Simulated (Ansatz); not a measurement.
# GeNO (quartet): from Hartree-Fock to the top rungs at a displaced geometry (v1), cc-pVDZ

The task here is to estimate one member of a computed series from the others.

Method: cc-pVDZ, core rule «outside noble gas», up to 16 orbitals frozen; program: Ansatz 0.2.0, Gaussian basis.

Plan: UHF; CCSD(T) on ROHF; CCSD(T) on UHF; BCCD(T) on ROHF; CISD; CCSDT(Q) on ROHF; CCSDT(Q) on UHF; CASSCF and NEVPT2, 13 electrons in 11 orbitals.

31 further runs of the same task are left out: 1 for a known fault of the program, 19 that didn't finish, 11 set aside as unsound or not needed.

## The system

The geometry is a PBE0/def2-TZVP stationary point (not a proven minimum) with its atoms shifted at random (size 0.040 Å). No spin-orbit coupling is included. The filled d shell of Ge may be among the frozen orbitals whatever the setting's name suggests; the logs give the count.

3 atoms, charge 0, spin multiplicity 4.

Atoms are counted from 1 here; the program's logs count them from 0.

Bond lengths: Ge1–N2 1.971 Å, N2–O3 1.184 Å. Angles: Ge1–N2–O3 129.5°.

Set-up of the first run:

File in.yaml:

```yaml
crystal:
  periodic: [false, false, false]
  atoms:
    - {symbol: Ge, position_ang: [-0.007233, -0.035466, 0.707257]}
    - {symbol: N, position_ang: [-0.008066, 0.456393, -1.201566]}
    - {symbol: O, position_ang: [0.039898, -0.238528, -2.159157]}
basis:
  gaussian: {orbitals: cc-pVDZ}
magnetization: {spin_polarized: true, initial_magnetization: 3}
hamiltonian: {xc: hf}
output: {orbitals: {seedname: orbitals}}
```

Run with:

```sh
$ ansatz run in.yaml --threads 1 --pin off --events-out ev --progress --plain --max-ram 2393MiB
```

Among the steps run: UHF; CCSD(T) on ROHF; CCSD(T) on UHF; BCCD(T) on ROHF; CISD; CCSDT(Q) on ROHF; CCSDT(Q) on UHF; CASSCF and NEVPT2, 13 electrons in 11 orbitals.

One of the session's tables, all rows but one given; the rest of the session is left out.

```
        method  from RCCSDT(Q) (meV)
          ROHF              +11717.5
           UHF              +11297.0
          RMP2                +877.2
          UMP2               +1169.9
         RCCSD                +526.1
         UCCSD                +500.8
      RCCSD(T)                 +91.0
      UCCSD(T)                 +91.1
       BCCD(T)                     ?
        RCCSDT                 +58.9
        UCCSDT                 +50.5
     RCCSDT(Q)                     0
     UCCSDT(Q)                 -15.2
CASSCF valence               +7954.4
NEVPT2 valence               +1359.1
```

Q: Estimate the row for BCCD(T) from the others.

The run gave: from RCCSDT(Q) (meV): +91.2. In the column «from RCCSDT(Q) (meV)» it lies between UCCSD(T) (+91.1) and UCCSD (+500.8).

Not comparable, so not listed: CISD (they don't share determinant, frozen orbitals or solution with the rows shown, or repeat one).

Caveats from the session: Restricted and unrestricted rows rest on different reference determinants; where their highest levels disagree by more than a few hundredths of an eV, they describe different states and don't form one ladder.
